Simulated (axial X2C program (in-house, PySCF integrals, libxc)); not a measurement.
# PmF⁻: Ω levels from open-shell CI on f5 s2

Which Ω levels does PmF⁻ have in the configuration f5 s2, and how far apart?

The runs use an in-house X2C program for linear molecules on PySCF integrals; two-component X2C, average-of-configuration Hartree–Fock and CI in the open shells.

All values are calculated.

## 1. The job

The input, task.json:

```json
{
 "zs": [
  61,
  9
 ],
 "q": -1,
 "bas": [
  "dyall-v3z",
  "dyall-av3z"
 ],
 "r0": 2.22,
 "metal": 0,
 "shells": [
  [
   3,
   [
    0,
    1,
    2,
    3
   ],
   5
  ],
  [
   0,
   [
    0
   ],
   2
  ]
 ],
 "fix": 0,
 "emax": 2.2,
 "nroots": 4
}
```

Keys: zs atomic numbers; q charge; bas basis sets; r0 starting distance in Å; metal index of the metal atom; shells open shells as [l, |m| values, electrons]; fix electron count of the first shell held; emax energy window in eV; nroots roots for each Ω.

Run with:

```console
$ python soci.py task.json out
```

Two-component X2C with atomic mean-field Coulomb and Gaunt terms, basis Pm dyall-v3z, F dyall-av3z (cores contracted in-house). Orbitals come from Hartree–Fock averaged over the configuration Pm f5 s2; CI then distributes these electrons over the f, s shells of Pm.

## 2. CI at R = 2.183 Å

What does the calculation give? Wanted: lowest level of the model; next level; lowest curve, Re and ωe.

As calculated:

| quantity | value |
| --- | --- |
| lowest level of the model | Ω = 1/2, g∥ = 0.65, 100% f5 s2 |
| next level | Ω = 3/2, 178 cm⁻¹ higher |
| lowest curve, Re and ωe | 2.191 Å, 421.6 cm⁻¹ |

In the lowest level ⟨Sz⟩ = -0.17 and ⟨Lz⟩ = 0.67; its leading determinant has weight 0.13 among 1101. The 3 lowest levels are the Ω components of the Hund's-rule level 6H5/2 of f5 (free-ion gJ = 0.286), split by the axial field over 602 cm⁻¹. From 2.183 to 2.107 Å the gap from the lowest to the fifth level goes from 1014 to 1015 cm⁻¹. Without dynamic correlation distances can be off by several hundredths of an Å, and the wavenumbers are rough. There is no dynamic correlation: spin–orbit spacings and, for f shells, spacings inside one term are the most reliable numbers, splittings between terms come out too wide, and energies between configurations are not reliable, so the lowest level need not be the ground state of the molecule. At most 4 roots were kept for each Ω > 0 (twice that for Ω = 0) within 2.2 eV of the lowest, so higher up levels can be missing between those listed; levels with Ω > 0 are doubly degenerate and listed once, Ω = 0 levels singly. For an anion, levels above electron detachment are held by the basis set.
